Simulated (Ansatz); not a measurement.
# C3H7GeN, SMILES C[CH]([GeH3])C#N: a geometry optimisation

Computed with Ansatz 0.2.0 through its Python package.

The script reads `c3h7gen.xyz`:
```text
12

C    -1.19410   -0.42390    0.67530
C    -0.34780    0.07960   -0.48080
Ge    1.47290   -0.42430   -0.14550
C    -0.34770    1.54990   -0.63960
N    -0.48150    2.68110   -0.77700
H    -2.29890   -0.08610    0.45530
H    -1.16000   -1.48150    0.76960
H    -0.88990    0.10360    1.61620
H    -0.66930   -0.38160   -1.38280
H     2.40110    0.04140   -1.28610
H     1.58710   -1.96610    0.03180
H     2.00500    0.25270    1.19760
```

At the Python prompt:
```pycon
>>> import itertools
>>> import ansatz as az
>>> from ase.data import atomic_numbers, covalent_radii
>>> import numpy as np
>>> BASIS = "def2-SVP"
>>> XC = "b3lyp"
>>> c3h7gen = az.Crystal.molecule_from_extxyz("c3h7gen.xyz")
>>> setup = c3h7gen.calculation().basis(gaussian=BASIS).functional(XC)
>>> symbols = [site.symbol for site in c3h7gen.cartesian_sites]
>>> start = np.array([site.position_ang for site in c3h7gen.cartesian_sites], dtype=float)
>>> def progress(event):
...     if event["event"] == "relax_step":
...         row = event["data"]
...         print(f"step {row['step']:3d}  E = {row['lagrangian_ev']:.6f} eV  largest force component {row['allowed_force_max_ev_ang']:.4f} eV/A")
...
>>> rep = setup.relax(force_tolerance=0.01).session().plan().execute(on_event=progress).report
step   1  E = -61223.054073 eV  largest force component 2.9414 eV/A
step   2  E = -61223.366519 eV  largest force component 0.6821 eV/A
step   3  E = -61223.405784 eV  largest force component 0.2469 eV/A
step   4  E = -61223.411573 eV  largest force component 0.2250 eV/A
step   5  E = -61223.415184 eV  largest force component 0.1548 eV/A
step   6  E = -61223.417653 eV  largest force component 0.0527 eV/A
step   7  E = -61223.417856 eV  largest force component 0.0057 eV/A
>>> end = np.array(rep["positions_ang"])
>>> for key in ("converged", "free_energy_ev", "reference_energy_ev", "n_frozen", "n_occupied", "n_virtual"):
...     print(f"{key:22s} {rep[key]}")
...
converged              True
free_energy_ev         -61223.41812527139
reference_energy_ev    -61223.41812527139
n_frozen               0
n_occupied             [32, 32]
n_virtual              [91, 91]
>>> # pairs closer than 1.2 times the sum of covalent radii, before or after
>>> radius = [covalent_radii[atomic_numbers[s]] for s in symbols]
>>> span = lambda where, i, j: np.linalg.norm(where[i] - where[j])
>>> bonded = [(i, j) for i, j in itertools.combinations(range(len(symbols)), 2) if min(span(start, i, j), span(end, i, j)) < 1.2 * (radius[i] + radius[j])]
>>> print("pair        before    after (A)")
pair        before    after (A)
>>> for i, j in bonded:
...     print(f"{symbols[i]}{i}-{symbols[j]}{j}".ljust(10), f"{span(start, i, j):8.4f} {span(end, i, j):8.4f}")
...
C0-C1        1.5187   1.5416
C0-H5        1.1760   1.1013
C0-H6        1.0623   1.1007
C0-H7        1.1208   1.1009
C1-Ge2       1.9187   2.0090
C1-C3        1.4789   1.4583
C1-H8        1.0629   1.1037
Ge2-H9       1.5425   1.5385
Ge2-H10      1.5562   1.5428
Ge2-H11      1.5954   1.5395
C3-N4        1.1473   1.1607
>>> charges = rep["charge_distribution"]
>>> print("dipole moment", round(4.803205 * float(np.linalg.norm(charges["dipole_moment_e_ang"])), 3), "D")
dipole moment 3.832 D
>>> print("Mulliken:", [(s, round(q, 3)) for s, q in zip(symbols, charges["mulliken_charges_e"])])
Mulliken: [('C', 0.035), ('C', -0.219), ('Ge', 0.372), ('C', -0.214), ('N', 0.045), ('H', 0.036), ('H', 0.031), ('H', 0.038), ('H', 0.063), ('H', -0.056), ('H', -0.073), ('H', -0.06)]
>>> with open("c3h7gen_opt.xyz", "w") as handle:
...     handle.write(f"{len(symbols)}\nrelaxed C3H7GeN\n")
...     handle.writelines(f"{s:2s} {x:11.6f} {y:11.6f} {z:11.6f}\n" for s, (x, y, z) in zip(symbols, end))
...
19
```

It writes `c3h7gen_opt.xyz`:
```text
12
relaxed C3H7GeN
C    -1.266483   -0.378278    0.687937
C    -0.339189    0.101821   -0.446162
Ge    1.574393   -0.423876   -0.133103
C    -0.412914    1.542964   -0.656498
N    -0.450307    2.694278   -0.798851
H    -2.315669   -0.116070    0.479709
H    -1.203872   -1.471745    0.796943
H    -0.991012    0.078214    1.651099
H    -0.625703   -0.386982   -1.393350
H     2.434475    0.039153   -1.321694
H     1.614279   -1.961010   -0.007621
H     2.058902    0.226331    1.175590
```

Reading the output:
- Total energies depend on the basis set; only differences at equal settings carry meaning.
- The end point is the stationary point reached from this start; no frequency run checks that it is a minimum, and the basis set is modest.
- b3lyp holds the VWN-RPA fit, as in Gaussian; the form of ORCA and Turbomole is b3lyp5.
- Run time: 74 s on 1 thread of Intel(R) Xeon(R) Platinum 8259CL CPU @ 2.50GHz (Skylake/Cascade Lake) (shared host), peak memory 0.4 GiB.

(Lines on the test bed's own set-up are left out of the output.)
